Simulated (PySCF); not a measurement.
# EuCl₂+: ligand-field states, part 2 of 2

PySCF 2.14.0. Atoms count from 0. The steps go on from the part before.

## Step 6: Ligand-field states: state-averaged CASSCF (bond angle at 135°)

Job settings and geometry (Å):

```
{"job": {"kind": "lf", "basis": {"metal": "x2c-TZVPall", "ligand": "x2c-SVPall"}, "nevpt": false, "roots": {"7": 7, "5": 140, "3": 113, "1": 123}, "reuse": true}, "charge": 1, "metal": "Eu", "open_shell": "f6"}
Eu     0.000000     0.000000     0.000000
Cl     0.924946     0.000000     2.233017
Cl     0.924946     0.000000    -2.233017
```

Method: state-averaged CASSCF of the metal f shell, state-interaction spin-orbit coupling.

Standard output:

```text
basis functions 140, electrons 96, active (6e, 7o)
start from the orbitals of the previous structure
stage 1: DIIS on the effective Fock matrix, level shift 0.30
cycle   1  E = -11760.1982932896  dE = -1.176e+04  max|g| = 9.950e+00
cycle   2  E = -11761.0072666439  dE = -8.090e-01  max|g| = 4.767e-01
cycle   3  E = -11761.1588492976  dE = -1.516e-01  max|g| = 3.305e-01
cycle   4  E = -11761.1074815368  dE =  5.137e-02  max|g| = 3.944e-01
cycle   5  E = -11761.2687393374  dE = -1.613e-01  max|g| = 1.453e-01
cycle   6  E = -11760.7453018528  dE =  5.234e-01  max|g| = 9.077e-01
cycle   7  E = -11757.7275909544  dE =  3.018e+00  max|g| = 2.638e+00
cycle   8  E = -11752.6337154417  dE =  5.094e+00  max|g| = 4.063e+00
cycle   9  E = -11747.5032947329  dE =  5.130e+00  max|g| = 4.768e+00
cycle  10  E = -11744.5566572274  dE =  2.947e+00  max|g| = 4.368e+00
cycle  11  E = -11743.1899060325  dE =  1.367e+00  max|g| = 4.544e+00
cycle  12  E = -11742.7905361658  dE =  3.994e-01  max|g| = 4.617e+00
cycle  13  E = -11742.4752194088  dE =  3.153e-01  max|g| = 4.662e+00
cycle  14  E = -11742.3786166027  dE =  9.660e-02  max|g| = 4.667e+00
cycle  15  E = -11742.5272101517  dE = -1.486e-01  max|g| = 4.624e+00
stage 2: quasi-Newton rotations from the point of smallest gradient
cycle  17  E = -11761.3069631504  dE = -3.822e-02  max|g| = 1.176e-01
cycle  18  E = -11761.3129490645  dE = -5.986e-03  max|g| = 3.581e-02
cycle  19  E = -11761.3137848208  dE = -8.358e-04  max|g| = 5.165e-03
cycle  20  E = -11761.3138232314  dE = -3.841e-05  max|g| = 2.319e-03
cycle  21  E = -11761.3138278860  dE = -4.655e-06  max|g| = 5.405e-04
cycle  22  E = -11761.3138284333  dE = -5.474e-07  max|g| = 2.200e-04
cycle  23  E = -11761.3138284825  dE = -4.918e-08  max|g| = 6.658e-05
cycle  24  E = -11761.3138284881  dE = -5.581e-09  max|g| = 1.199e-05
cycle  25  E = -11761.3138284884  dE = -2.819e-10  max|g| = 3.261e-06
converged average energy = -11761.3138284884

 mult deg   label        CASSCF/cm-1   NEVPT2/cm-1
   7   1   7B2                 0.0
   7   1   7A2               221.1
   7   1   7B1               645.6
   7   1   7B2              1205.5
   7   1   7A1              1222.7
   7   2   7F               2108.6
   5   1   5A1             24500.0
   5   1   5B1             24520.4
   5   1   5A2             24538.7
   5   1   5B2             24873.3
   5   1   5A1             24876.0
   5   2   5L              27853.2
   5   2   5L              27853.3
   5   1   5B2             27977.9
   5   2   5L              27980.8
   5   1   5B1             27983.8
   5   2   5L              28052.9
   5   1   5A1             28105.7
   5   1   5B2             28128.2
   5   1   5A1             28128.2
   5   1   5B2             28160.4
   5   1   5A2             28173.3
   5   1   5B1             28335.2
   5   1   5A1             28335.8
   5   1   5A1             28896.8
   5   1   5B1             28920.5
   5   1   5A2             29014.2
   5   1   5B2             29156.7
   5   1   5A1             29184.6
   5   1   5B1             29492.6
   5   1   5A2             29493.3
   5   1   5B2             29758.9
   5   1   5A1             29758.9
   5   1   5B2             33386.9
   5   1   5A2             33404.0
   5   1   5B1             33546.0
   5   1   5A1             33632.8
   5   1   5B2             33643.9
   5   2   5H              33719.0
   5   2   5H              33797.9
   5   2   5H              33831.4
   5   2   5I              37790.3
   5   1   5B2             38182.4
   5   1   5B1             38183.3
   5   1   5A2             38183.3
   5   1   5A2             38236.2
   5   1   5B1             38279.5
   5   2   5I              38381.8
   5   2   5I              38493.2
   5   1   5A1             38504.5
   5   1   5B2             38518.8
   5   2   5I              38588.6
   5   1   5A2             38614.0
   5   1   5B1             38677.2
   5   1   5A1             38681.5
   5   2   5F              39167.7
   5   1   5B2             43093.3
   5   1   5A2             43102.6
   5   1   5B1             43227.4
   5   1   5A1             43296.2

spin-orbit levels / cm-1
      0.00  x1  7B2 0.34 7A2 0.28 7B1 0.16
    152.86  x1  7A2 0.37 7B2 0.37 7B1 0.09
    280.10  x1  7B2 0.35 7B1 0.29 7A2 0.16
    793.93  x1  7B2 0.41 7A2 0.32 7B1 0.15
    823.88  x1  7B2 0.42 7B1 0.25 7A2 0.22
   1191.30  x1  7F 0.24 7B2 0.21 7A1 0.21
   1441.40  x1  7A2 0.37 7A1 0.26 7B2 0.19
   1516.96  x1  7B2 0.27 7B1 0.20 7A1 0.19
   1804.49  x1  7B2 0.45 7B1 0.25 7A2 0.12
   1806.32  x1  7B2 0.44 7B1 0.25 7A1 0.12
   1892.34  x1  7F 0.58 7B2 0.14 7B2 0.11
   2158.12  x1  7A2 0.40 7A1 0.25 7B1 0.21
   2166.96  x1  7A2 0.35 7B2 0.26 7B1 0.24
   2421.99  x1  7B2 0.27 7A1 0.25 7B2 0.23
   2458.69  x1  7A1 0.27 7F 0.26 7B2 0.26
   2605.81  x1  7F 0.61 7B1 0.18 7A2 0.15
   3138.59  x1  7A2 0.42 7B2 0.16 7F 0.13
   3143.58  x1  7A2 0.41 7A1 0.16 7F 0.12
   3151.02  x1  7B2 0.38 7B2 0.18 7F 0.15
   3157.55  x1  7B2 0.39 7A1 0.18 7B2 0.16
   3290.70  x1  7B1 0.40 7B2 0.23 7F 0.18
   3308.53  x1  7B1 0.45 7F 0.18 7A1 0.16
   3317.39  x1  7F 0.31 7A2 0.26 7B2 0.13
   3381.63  x1  7F 0.31 7A1 0.25 7B2 0.18
   3404.28  x1  7F 0.34 7B1 0.32 7A1 0.12
   4142.89  x1  7B2 0.24 7F 0.24 7A2 0.21
   4147.24  x1  7A2 0.32 7F 0.20 7B2 0.18
   4180.97  x1  7A2 0.25 7B2 0.24 7F 0.21
   4238.73  x1  7F 0.37 7B2 0.27 7A2 0.21
   4324.87  x1  7B1 0.31 7F 0.29 7A1 0.14
```

It took 25 s on 1 thread of Arm Neoverse V2, shared host; peak memory 0.67 GiB.

Warnings kept with the result: spin Hamiltonian not valid, low-lying orbital states.

In short:

| quantity | value |
| --- | --- |
| spin-orbit constant ζ | 1371 cm⁻¹ |

Powder susceptibility:

| T (K) | χT (cm³ K/mol) | μ(eff) |
| --- | --- | --- |
| 2 | 0.023 | 0.43 |
| 20 | 0.229 | 1.35 |
| 100 | 0.996 | 2.82 |
| 300 | 1.605 | 3.58 |

## Step 7: Ligand-field states: state-averaged CASSCF (bond angle at 120°)

The job, as its differences from that of step 6:

```diff
@@ -2,3 +2,3 @@
 Eu     0.000000     0.000000     0.000000
-Cl     0.924946     0.000000     2.233017
-Cl     0.924946     0.000000    -2.233017
+Cl     1.208500     0.000000     2.093183
+Cl     1.208500     0.000000    -2.093183
```

Method: state-averaged CASSCF of the metal f shell, state-interaction spin-orbit coupling.

Standard output:

```text
basis functions 140, electrons 96, active (6e, 7o)
start from the orbitals of the previous structure
stage 1: DIIS on the effective Fock matrix, level shift 0.30
cycle   1  E = -11760.2150996259  dE = -1.176e+04  max|g| = 5.262e+00
cycle   2  E = -11760.8271786790  dE = -6.121e-01  max|g| = 7.495e-01
cycle   3  E = -11761.0691377965  dE = -2.420e-01  max|g| = 6.443e-01
cycle   4  E = -11761.0883547182  dE = -1.922e-02  max|g| = 3.533e-01
cycle   5  E = -11761.2603865896  dE = -1.720e-01  max|g| = 1.959e-01
cycle   6  E = -11761.0490285097  dE =  2.114e-01  max|g| = 6.523e-01
cycle   7  E = -11759.1076678170  dE =  1.941e+00  max|g| = 1.568e+00
cycle   8  E = -11753.0929985145  dE =  6.015e+00  max|g| = 4.093e+00
cycle   9  E = -11746.4205649248  dE =  6.672e+00  max|g| = 4.788e+00
cycle  10  E = -11743.5649475626  dE =  2.856e+00  max|g| = 4.357e+00
cycle  11  E = -11743.1504412697  dE =  4.145e-01  max|g| = 4.480e+00
cycle  12  E = -11743.8798005031  dE = -7.294e-01  max|g| = 4.380e+00
cycle  13  E = -11744.2433099529  dE = -3.635e-01  max|g| = 4.324e+00
cycle  14  E = -11744.8697879586  dE = -6.265e-01  max|g| = 4.315e+00
cycle  15  E = -11744.8140003046  dE =  5.579e-02  max|g| = 4.933e+00
stage 2: quasi-Newton rotations from the point of smallest gradient
cycle  17  E = -11761.2900069216  dE = -2.962e-02  max|g| = 2.390e-01
cycle  18  E = -11761.3157851347  dE = -2.578e-02  max|g| = 1.809e-02
cycle  19  E = -11761.3161620823  dE = -3.769e-04  max|g| = 4.575e-03
cycle  20  E = -11761.3162038366  dE = -4.175e-05  max|g| = 1.226e-03
cycle  21  E = -11761.3162066988  dE = -2.862e-06  max|g| = 3.629e-04
cycle  22  E = -11761.3162070202  dE = -3.214e-07  max|g| = 2.315e-04
cycle  23  E = -11761.3162070568  dE = -3.661e-08  max|g| = 3.186e-05
cycle  24  E = -11761.3162070603  dE = -3.469e-09  max|g| = 7.324e-06
converged average energy = -11761.3162070603

 mult deg   label        CASSCF/cm-1   NEVPT2/cm-1
   7   1   7A2                 0.0
   7   1   7B2                91.6
   7   1   7B1               606.4
   7   1   7B2               887.5
   7   1   7A1               912.9
   7   2   7F               1662.3
   5   1   5A1             24292.1
   5   1   5B1             24321.5
   5   1   5A2             24354.5
   5   1   5B2             24587.6
   5   1   5A1             24598.1
   5   1   5L              27672.9
   5   2   5L              27674.2
   5   1   5A1             27676.8
   5   1   5A2             27780.9
   5   1   5A1             27784.1
   5   1   5B1             27808.8
   5   1   5B2             27822.9
   5   2   5L              27825.7
   5   1   5B1             27864.8
   5   1   5B2             27867.7
   5   1   5A1             27869.0
   5   1   5B2             27888.1
   5   1   5A2             27900.5
   5   1   5B1             28057.1
   5   1   5A1             28057.2
   5   1   5A1             28729.6
   5   1   5B1             28743.9
   5   1   5A2             28898.8
   5   1   5B2             28957.6
   5   1   5A1             29021.0
   5   1   5B1             29193.7
   5   1   5A2             29196.9
   5   1   5B2             29446.1
   5   1   5A1             29446.2
   5   2   5H              33244.5
   5   1   5A1             33397.7
   5   1   5B1             33441.1
   5   1   5B2             33445.4
   5   2   5H              33454.6
   5   2   5H              33570.2
   5   2   5H              33583.9
   5   2   5I              37728.5
   5   2   5I              37952.6
   5   1   5B2             37997.3
   5   1   5A2             38032.0
   5   1   5B1             38121.4
   5   2   5I              38143.9
   5   2   5I              38248.5
   5   1   5A1             38266.7
   5   1   5B2             38311.1
   5   2   5I              38319.8
   5   1   5A1             38321.9
   5   1   5B1             38399.2
   5   1   5A1             38402.5
   5   2   5F              38787.1
   5   2   5K              42939.4
   5   1   5B1             43109.6
   5   1   5A1             43113.6
   5   1   5B2             43177.7

spin-orbit levels / cm-1
      0.00  x1  7A2 0.31 7B2 0.30 7B1 0.13
    140.77  x1  7A2 0.39 7B2 0.35 7B1 0.08
    348.24  x1  7B2 0.28 7B1 0.27 7A2 0.19
    793.83  x1  7A2 0.37 7B2 0.31 7A1 0.12
    904.80  x1  7B2 0.33 7B1 0.26 7A2 0.21
   1062.89  x1  7F 0.25 7B1 0.22 7A1 0.19
   1284.66  x1  7A2 0.34 7A1 0.27 7B2 0.19
   1377.97  x1  7B2 0.27 7A1 0.21 7B1 0.19
   1675.90  x1  7F 0.61 7B2 0.15 7A1 0.07
   1882.28  x1  7B2 0.32 7B1 0.26 7A1 0.14
   1882.77  x1  7B2 0.31 7B1 0.26 7B2 0.17
   2051.10  x1  7A2 0.42 7A1 0.25 7B1 0.15
   2069.52  x1  7A2 0.33 7B2 0.28 7B1 0.20
   2265.36  x1  7B2 0.28 7F 0.23 7A1 0.22
   2321.12  x1  7F 0.33 7A1 0.23 7B2 0.23
   2399.97  x1  7F 0.57 7B1 0.19 7A2 0.14
   3036.04  x1  7A2 0.37 7F 0.20 7B2 0.13
   3057.28  x1  7A2 0.36 7F 0.18 7B2 0.15
   3070.38  x1  7B2 0.30 7F 0.24 7A2 0.23
   3121.36  x1  7B2 0.41 7F 0.22 7B2 0.15
   3181.66  x1  7B2 0.35 7B1 0.26 7F 0.18
   3200.90  x1  7B2 0.26 7F 0.24 7B2 0.15
   3245.86  x1  7B1 0.44 7F 0.22 7A1 0.16
   3274.76  x1  7F 0.33 7B1 0.25 7A1 0.18
   3279.76  x1  7A1 0.30 7F 0.28 7B1 0.21
   3989.34  x1  7A2 0.32 7B2 0.18 7B2 0.16
   4010.00  x1  7B2 0.29 7A2 0.24 7F 0.22
   4107.85  x1  7A2 0.25 7F 0.23 7B2 0.20
   4162.05  x1  7F 0.34 7B2 0.32 7A2 0.19
   4262.59  x1  7F 0.30 7B1 0.22 7A1 0.21
```

It took 25 s on 1 thread of Arm Neoverse V2, shared host; peak memory 0.67 GiB.

Warnings kept with the result: spin Hamiltonian not valid, low-lying orbital states.

From this job:

| quantity | value |
| --- | --- |
| spin-orbit constant ζ | 1371 cm⁻¹ |

Powder susceptibility:

| T (K) | χT (cm³ K/mol) | μ(eff) |
| --- | --- | --- |
| 2 | 0.022 | 0.42 |
| 20 | 0.223 | 1.33 |
| 100 | 0.936 | 2.74 |
| 300 | 1.535 | 3.50 |

## Step 8: The runs side by side

From the CASSCF states (cm⁻¹; the spread is that of the fitted one-electron ligand-field levels):

| step | setting | ground state | next state | orbital spread | ζ | μ(eff), 300 K |
| --- | --- | --- | --- | --- | --- | --- |
| 3 | bond angle at 170 | 7B2 | 7A2 at 1033 | 3199 | 1371 | 3.80 |
| 4 | bond angle at 160 | 7B2 | 7A2 at 862 | 2993 | 1371 | 3.75 |
| 5 | bond angle at 150 | 7B2 | 7A2 at 619 | 2691 | 1371 | 3.68 |
| 6 | bond angle at 135 | 7B2 | 7A2 at 221 | 2154 | 1371 | 3.58 |
| 7 | bond angle at 120 | 7A2 | 7B2 at 92 | 1637 | 1371 | 3.50 |

## Step 9: Outcome

The summary covers parts 1 to 2.

| quantity | value |
| --- | --- |
| spin-orbit constant ζ (step 3, state-averaged CASSCF (bond angle at 170°)) | 1371 cm⁻¹ |
| ground multiplicity, μ(eff) at 300 K (step 3, 2 donors at 2.42 Å) | 7, 3.80 μB |
| ground multiplicity, μ(eff) at 300 K (step 4, 2 donors at 2.42 Å) | 7, 3.75 μB |
| ground multiplicity, μ(eff) at 300 K (step 5, 2 donors at 2.42 Å) | 7, 3.68 μB |
| ground multiplicity, μ(eff) at 300 K (step 6, 2 donors at 2.42 Å) | 7, 3.58 μB |
| ground multiplicity, μ(eff) at 300 K (step 7, 2 donors at 2.42 Å) | 7, 3.50 μB |
| runs | 1 failed, 0 ended on unsound input |

In step 3, χT goes from 0.03 at 2 K to 1.81 cm³ K/mol at 300 K, as higher levels fill or mix in. The spread of the ligand-field levels runs from 1637 cm⁻¹ (bond angle at 120) to 3199 cm⁻¹ (bond angle at 170); μ(eff) at 300 K: 3.50 to 3.80 μB.
